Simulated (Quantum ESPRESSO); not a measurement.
**TiCo: equation of state with LDA**

TiCo:

```xyz
2
Lattice="2.9861 0.0000 0.0000 0.0000 2.9861 0.0000 0.0000 0.0000 2.9861" Properties=species:S:1:pos:R:3 pbc="T T T"
Co    1.4931    1.4931    1.4931
Ti    0.0000    0.0000    0.0000
```

The cell comes from a database or a generator and needn't be the stable form of this composition.

```yaml
Program: Quantum ESPRESSO 7.5
Task: equation of state
Functional: LDA
Potentials_or_basis: GBRV 1.5 LDA
Cutoff: 762 eV
Density_cutoff: 6095 eV
k_mesh: 9 × 9 × 9
Occupations: fermi-dirac, width 0.05 eV
Spin: collinear spin, ferromagnetic start
Starting_moments: "[2.0, 1.0] μB"
```

```json
{
  "Equilibrium volume": "12.28 Å³/atom (rough: see the caveat)",
  "Bulk modulus": "193 GPa (rough)"
}
```

Energy against volume, from the lowest point:
```csv
volume (Å³/atom),energy (meV/atom)
12.515,0.00
12.781,11.34
13.047,23.64
13.313,45.56
13.580,72.24
13.846,103.17
14.112,137.77
```

All runs of the series together: 5.7 min on 2 threads of Arm Neoverse V2 (shared host).

Caveat: the fit is doubtful: noisy points or a state that changes with volume; the minimum lies outside the volumes run.
